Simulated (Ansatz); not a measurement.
**CuO (P4_2/mmc): equation of state**

The task here is to estimate one member of a computed series from the others.

Computed with Ansatz 0.2.0 (DFT r²SCAN, scalar-relativistic, plane waves, PAW, unless a step's input says otherwise).

## The system as given

The structure is tetragonal, space group P4_2/mmc (No. 131). The conventional cell has a = 2.894 Å, b = 2.894 Å, c = 5.140 Å, α = 90.00°, β = 90.00°, γ = 90.00°. Around Cu (site symmetry mmm) lie 4 O at 1.94 Å. O (site symmetry -4m2) has 4 Cu at 1.94 Å as nearest neighbours.

As a file:

```cif
data_structure
_symmetry_space_group_name_H-M 'P4_2/mmc'
_symmetry_Int_Tables_number 131
_cell_length_a 2.8938
_cell_length_b 2.8938
_cell_length_c 5.1402
_cell_angle_alpha 90.000
_cell_angle_beta 90.000
_cell_angle_gamma 90.000
_cell_volume 43.04
loop_
_atom_site_label
_atom_site_type_symbol
_atom_site_symmetry_multiplicity
_atom_site_Wyckoff_symbol
_atom_site_fract_x
_atom_site_fract_y
_atom_site_fract_z
_atom_site_occupancy
Cu1 Cu 2 c 0.50000 0.00000 0.50000 1
O1 O 2 e 0.00000 0.00000 0.75000 1
```

An earlier run at r²SCAN left this cell at 10.761 Å³/atom and 0.02 GPa (10×10×10 mesh). The large moments point both ways and cancel.

Volume factors to run: 0.980, 1.020, 0.960, 1.040.

The first run:

Input file input.yaml:

```yaml
crystal:
  lattice:
    - [4.0538781037, 0.0, 0.3188353958]
    - [0.0, 4.0635679662, 0.0]
    - [1.6264431698, 2.0317839831, 5.2494009854]
  atoms:
    - { symbol: Cu, position: [0.2500022173, 0.2499992684, -1.7393e-06], spin: 0.63 }
    - { symbol: Cu, position: [-2.2173e-06, -0.5000024709, 0.5000017393], spin: 0.63 }
    - { symbol: O, position: [0.3750000007, -0.1249798674, 0.2499999999] }
    - { symbol: O, position: [0.125, -0.3750169293, 0.75] }
    - { symbol: Cu, position: [0.7500022174, 0.7499992683, -1.7393e-06], spin: -0.63 }
    - { symbol: Cu, position: [0.4999977826, -2.471e-06, 0.5000017393], spin: -0.63 }
    - { symbol: O, position: [0.8749999993, 0.3750201324, 0.2500000001] }
    - { symbol: O, position: [0.625, 0.1249830695, 0.75] }
basis:
  ecutwfc: 500
  ecutrho_ratio: 4
kpoints:
  mp_grid: { grid: [10, 10, 10] }
hamiltonian:
  xc: r2scan
scf:
  occupations: { method: gaussian, width: 0.05 }
output:
  forces: true
  stress: true
  eigenvalues: true
  populations: true
magnetization:
  spin_polarized: true
relax:
  f_tol: 0.01
  max_steps: 40
  cell: { stress_tol: 0.1, fix: [volume] }
```

Started as:

```bash
$ ansatz run input.yaml --threads 4 --pin off --max-ram 10240MiB --backend cpu --events-out ev --progress --plain --runs-dir out
```

Among the steps run: At 0.980 of the relaxed volume; Volume × 1.020; At 0.960 of the relaxed volume; Scaling the volume by 1.040.

One of the session's tables, all rows but one given; the rest of the session is left out.

It belongs to the step «Energy and pressure against volume». 

```
volume (Å³/atom)  energy (meV/atom)  pressure (GPa)  gap (eV)
          10.331               9.20            7.07      0.38
          10.546               2.23            3.37      0.39
          10.761               0.00            0.02      0.40
          10.976                  ?               ?         ?
          11.192               7.96           -5.74      0.42
```

Estimate the missing values for volume (Å³/atom) = 10.976.

Worked estimate for «energy (meV/atom)». A straight line through the neighbours (10.761, 0.00) and (11.192, 7.96) gives 0.00 + (7.96 − 0.00) × (10.976 − 10.761) / (11.192 − 10.761) = 3.97; a parabola fitted to 3 rows on both sides gives 1.90.

**Answer.** energy (meV/atom): 2.05; pressure (GPa): -3.01; gap (eV): 0.41. In «energy (meV/atom)» the line misses by +1.92 and the parabola by -0.15.

To keep in mind: Warnings in the runs' records: anti translation declined, stability check not made, near symmetry operation missed by atoms.
